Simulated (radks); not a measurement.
# Fractional charge and spin in the 5d shell of tungsten

Aim: the energy as the spin-up occupation of 5d runs from 2 to 3 and the spin-down one from 0 to 1, against the two flat planes that join the four corners. Added charge counts from the emptiest corner (up 2, down 0).

Method: scalar-relativistic Kohn-Sham, PBE, spin-polarised, spherical densities, point nucleus. Code: radks (a radial shooting solver on a logarithmic mesh, Libxc functionals) version 1.

## 1. Starting point

* element: tungsten (Z = 74)
* configuration: [Xe] 4f14 5d(up 3, down 1)

A shell typed twice in an input gives spin up, then spin down.

## 2. 5d: up 3, down 1

The run's settings:

```text
Z 74
configuration [Xe] 4f14 5d3 5d1
relativity scalar-relativistic
functional pbe,pbe
spin polarised
nucleus point
c 137.035999084
```

## 3. 5d: up 2.75, down 1

The run's settings:

```text
Z 74
configuration [Xe] 4f14 5d2.75 5d1
relativity scalar-relativistic
functional pbe,pbe
spin polarised
nucleus point
c 137.035999084
```

## 4. 5d: up 3, down 0.75

The run's settings:

```text
Z 74
configuration [Xe] 4f14 5d3 5d0.75
relativity scalar-relativistic
functional pbe,pbe
spin polarised
nucleus point
c 137.035999084
```

## 5. 5d: up 2.5, down 1

The run's settings:

```text
Z 74
configuration [Xe] 4f14 5d2.5 5d1
relativity scalar-relativistic
functional pbe,pbe
spin polarised
nucleus point
c 137.035999084
```

## 6. 5d: up 3, down 0.5

The run's settings:

```text
Z 74
configuration [Xe] 4f14 5d3 5d0.5
relativity scalar-relativistic
functional pbe,pbe
spin polarised
nucleus point
c 137.035999084
```

## 7. 5d: up 2.25, down 1

The run's settings:

```text
Z 74
configuration [Xe] 4f14 5d2.25 5d1
relativity scalar-relativistic
functional pbe,pbe
spin polarised
nucleus point
c 137.035999084
```

## 8. 5d: up 3, down 0.25

The run's settings:

```text
Z 74
configuration [Xe] 4f14 5d3 5d0.25
relativity scalar-relativistic
functional pbe,pbe
spin polarised
nucleus point
c 137.035999084
```

## 9. 5d: up 2, down 1

The run's settings:

```text
Z 74
configuration [Xe] 4f14 5d2 5d1
relativity scalar-relativistic
functional pbe,pbe
spin polarised
nucleus point
c 137.035999084
```

## 10. 5d: up 3, down 0

The run's settings:

```text
Z 74
configuration [Xe] 4f14 5d3 5d0
relativity scalar-relativistic
functional pbe,pbe
spin polarised
nucleus point
c 137.035999084
```

## 11. 5d: up 2.75, down 0.75

The run's settings:

```text
Z 74
configuration [Xe] 4f14 5d2.75 5d0.75
relativity scalar-relativistic
functional pbe,pbe
spin polarised
nucleus point
c 137.035999084
```

## 12. 5d: up 2.5, down 0.75

The run's settings:

```text
Z 74
configuration [Xe] 4f14 5d2.5 5d0.75
relativity scalar-relativistic
functional pbe,pbe
spin polarised
nucleus point
c 137.035999084
```

## 13. 5d: up 2.75, down 0.5

The run's settings:

```text
Z 74
configuration [Xe] 4f14 5d2.75 5d0.5
relativity scalar-relativistic
functional pbe,pbe
spin polarised
nucleus point
c 137.035999084
```

## 14. 5d: up 2.25, down 0.75

The run's settings:

```text
Z 74
configuration [Xe] 4f14 5d2.25 5d0.75
relativity scalar-relativistic
functional pbe,pbe
spin polarised
nucleus point
c 137.035999084
```

## 15. 5d: up 2.75, down 0.25

The run's settings:

```text
Z 74
configuration [Xe] 4f14 5d2.75 5d0.25
relativity scalar-relativistic
functional pbe,pbe
spin polarised
nucleus point
c 137.035999084
```

## 16. 5d: up 2, down 0.75

The run's settings:

```text
Z 74
configuration [Xe] 4f14 5d2 5d0.75
relativity scalar-relativistic
functional pbe,pbe
spin polarised
nucleus point
c 137.035999084
```

## 17. 5d: up 2.75, down 0

The run's settings:

```text
Z 74
configuration [Xe] 4f14 5d2.75 5d0
relativity scalar-relativistic
functional pbe,pbe
spin polarised
nucleus point
c 137.035999084
```

## 18. 5d: up 2.5, down 0.5

The run's settings:

```text
Z 74
configuration [Xe] 4f14 5d2.5 5d0.5
relativity scalar-relativistic
functional pbe,pbe
spin polarised
nucleus point
c 137.035999084
```

## 19. 5d: up 2.25, down 0.5

The run's settings:

```text
Z 74
configuration [Xe] 4f14 5d2.25 5d0.5
relativity scalar-relativistic
functional pbe,pbe
spin polarised
nucleus point
c 137.035999084
```

## 20. 5d: up 2.5, down 0.25

The run's settings:

```text
Z 74
configuration [Xe] 4f14 5d2.5 5d0.25
relativity scalar-relativistic
functional pbe,pbe
spin polarised
nucleus point
c 137.035999084
```

## 21. 5d: up 2, down 0.5

The run's settings:

```text
Z 74
configuration [Xe] 4f14 5d2 5d0.5
relativity scalar-relativistic
functional pbe,pbe
spin polarised
nucleus point
c 137.035999084
```

## 22. 5d: up 2.5, down 0

The run's settings:

```text
Z 74
configuration [Xe] 4f14 5d2.5 5d0
relativity scalar-relativistic
functional pbe,pbe
spin polarised
nucleus point
c 137.035999084
```

## 23. 5d: up 2.25, down 0.25

The run's settings:

```text
Z 74
configuration [Xe] 4f14 5d2.25 5d0.25
relativity scalar-relativistic
functional pbe,pbe
spin polarised
nucleus point
c 137.035999084
```

## 24. 5d: up 2, down 0.25

The run's settings:

```text
Z 74
configuration [Xe] 4f14 5d2 5d0.25
relativity scalar-relativistic
functional pbe,pbe
spin polarised
nucleus point
c 137.035999084
```

## 25. 5d: up 2.25, down 0

The run's settings:

```text
Z 74
configuration [Xe] 4f14 5d2.25 5d0
relativity scalar-relativistic
functional pbe,pbe
spin polarised
nucleus point
c 137.035999084
```

## 26. 5d: up 2, down 0

The run's settings:

```text
Z 74
configuration [Xe] 4f14 5d2 5d0
relativity scalar-relativistic
functional pbe,pbe
spin polarised
nucleus point
c 137.035999084
```

Before running it: what results should come out? Wanted: for each run, down \ up; 2; 2.25; 2.5; 2.75; 3.

The runs gave:

```tsv
down \ up	2	2.25	2.5	2.75	3
0	0.000	-1.150	-1.524	-1.136	0.000
0.25	-1.113	-1.445	-1.017	0.155	-1.001
0.5	-1.477	-1.007	0.205	-0.915	-1.325
0.75	-1.101	0.153	-0.928	-1.301	-0.985
1	0.000	-1.039	-1.373	-1.020	0.000
```

The table gives the energy in eV minus the planes, whose edge runs along up + down = one added electron. With half an added electron in each spin it lies 0.20 eV above the planes. With half an electron added in spin up alone it lies 1.52 eV below them. The planes are only a guide here: the condition holds for ground states with one frontier orbital, and this shell is degenerate.
